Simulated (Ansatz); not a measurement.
Working through a frozen displacement of one atom of HgTe, space group Cmcm

Computed with Ansatz 0.2.0, Python API.

The cells in order, each with its output:

**Cell 1**
```python
import ansatz as az
import numpy as np
```

**Cell 2**
```python
system = (
    az.Lattice.of((2.992518, -3.466929, 0.0), (2.992518, 3.466929, 0.0), (0.0, 0.0, 5.798157))
    .atom('Hg', (0.34305, 0.65695, 0.75))
    .atom('Hg', (0.65695, 0.34305, 0.25))
    .atom('Te', (0.784809, 0.215191, 0.75))
    .atom('Te', (0.215191, 0.784809, 0.25))
)
```

**Cell 3**
```python
system.resolved().tree()['lattice']
```
Output:
```text
((2.992518, -3.466929, 0.0), (2.992518, 3.466929, 0.0), (0.0, 0.0, 5.798157))
```

**Cell 4**
```python
inverse = np.linalg.inv(np.array(system.lattice.vectors))
home = np.array(system.sites[2].position)
values = np.linspace(-0.05, 0.05, 5)
energies, pulls = [], []
for shift in values:
    moved = system.move(2, to=home + shift * inverse[0])
    model = moved.calculation()
    model = model.kpoints(4)
    model = model.functional('lda')
    model = model.occupations(az.OccupationsMethod.FERMI_DIRAC)
    model = model.forces()
    report = model.run(threads=1).report
    energies.append(report['free_energy_ev'])
    pulls.append(report['forces_ev_ang'][2][0])
```
Output:
```text
DeckWarning: basis.ecutwfc = 420 eV, auto-derived from the records' recommended cutoffs: set by Hg (normal level)
```

**Cell 5**
```python
# the force is minus the slope of the free energy
print('shift (A)   dE (eV)   force along x (eV/A)')
for shift, e, f in zip(values, energies, pulls):
    print(f'{shift:8.3f} {e - energies[2]:10.5f} {f:12.4f}')
print(f'stiffness from energies {2 * np.polyfit(values, energies, 2)[0]:.3f}, from forces {-np.polyfit(values, pulls, 1)[0]:.3f} eV/A^2')
```
Output:
```text
shift (A)   dE (eV)   force along x (eV/A)
  -0.050    0.00337       0.1354
  -0.025    0.00084       0.0672
   0.000    0.00000      -0.0000
   0.025    0.00084      -0.0672
   0.050    0.00337      -0.1354
stiffness from energies 2.695, from forces 2.703 eV/A^2
```

The curvature of the energy gives 2.695 eV/Å² and the slope of the force 2.703 eV/Å², a positive curvature.

For a metal this k-point mesh is coarse: on a finer one energies can move by several to tens of meV an atom and pressures by half a GPa or more, differences at one mesh by less. In a metal a curvature from energy changes of a few meV or less hangs on mesh and smearing, in size and even in sign. Spin-orbit coupling, which matters for elements this heavy, is left out. The structure comes from a database of computed cells and needn't be a stable or known phase. Warnings are shown shortened and without file and line. All periodic images of the atom move with it, so the curvature is one diagonal element of the zone-centre force constants and no normal mode; a positive value doesn't exclude soft modes in which several atoms move. Wall time of the script: 41 s on 1 thread of Arm Neoverse V2, on a shared host, peak memory 0.47 GiB.
